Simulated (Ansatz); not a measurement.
# CH7NOSSi: the cost of one run

Program: Ansatz 0.2.0. Level of theory: RKS r2SCAN/STO-3G. These are calculated values, not measurements.

### Step 1. The structure to begin with

Bond lengths: C1–S2 1.745 Å, S2–Si3 2.084 Å, Si3–N4 1.726 Å, Si3–O5 1.644 Å, C1–H6 1.111 Å, C1–H7 1.115 Å, C1–H8 1.125 Å, Si3–H9 1.430 Å, N4–H10 1.026 Å, N4–H11 1.086 Å, O5–H12 0.998 Å. Angles (14 of 17 angles, heavy atoms first): C1–S2–Si3 101.9°, S2–Si3–N4 107.6°, S2–Si3–O5 110.6°, N4–Si3–O5 100.4°, S2–C1–H6 115.1°, S2–C1–H7 110.5°, S2–C1–H8 114.4°, S2–Si3–H9 116.7°, N4–Si3–H9 109.3°, O5–Si3–H9 110.9°, Si3–N4–H10 105.1°, Si3–N4–H11 102.7°, Si3–O5–H12 115.7°, H6–C1–H7 104.3°.

As a file:

```xyz
12

C    -1.8685    1.0477   -0.4023
S    -1.2686   -0.5267    0.0535
Si    0.7842   -0.3024   -0.2308
N     1.5620   -1.6699    0.4787
O     1.3727    0.9013    0.7220
H    -1.6680    1.3428   -1.4544
H    -2.9794    1.0834   -0.3130
H    -1.4843    1.8933    0.2326
H     1.2340   -0.1513   -1.5802
H     1.2830   -2.4673   -0.1035
H     0.9452   -1.8688    1.3505
H     2.1646    0.6626    1.2808
```

### Step 2. Relaxing end A

File input.yaml:

```yaml
crystal:
  periodic: [false, false, false]
  atoms:
    - { symbol: C, position_ang: [-1.8685, 1.0477, -0.4023] }
    - { symbol: S, position_ang: [-1.2686, -0.5267, 0.0535] }
    - { symbol: Si, position_ang: [0.7842, -0.3024, -0.2308] }
    - { symbol: "N", position_ang: [1.562, -1.6699, 0.4787] }
    - { symbol: O, position_ang: [1.3727, 0.9013, 0.722] }
    - { symbol: H, position_ang: [-1.668, 1.3428, -1.4544] }
    - { symbol: H, position_ang: [-2.9794, 1.0834, -0.313] }
    - { symbol: H, position_ang: [-1.4843, 1.8933, 0.2326] }
    - { symbol: H, position_ang: [1.234, -0.1513, -1.5802] }
    - { symbol: H, position_ang: [1.283, -2.4673, -0.1035] }
    - { symbol: H, position_ang: [0.9452, -1.8688, 1.3505] }
    - { symbol: H, position_ang: [2.1646, 0.6626, 1.2808] }
basis:
  gaussian: { orbitals: STO-3G }
hamiltonian:
  xc: r2scan
relax:
  f_tol: 0.015
  max_steps: 40
output:
  orbitals: {}
```

On the command line:

```
$ ansatz run input.yaml --threads 1 --pin off --max-ram 2048MiB --backend cpu --events-out ev --progress --plain --runs-dir out
```

Q: Estimate wall time and peak memory on 1 thread of Intel Xeon Platinum 8488C (Sapphire Rapids), shared host.

About 64 s, with a peak of 0.21 GiB.
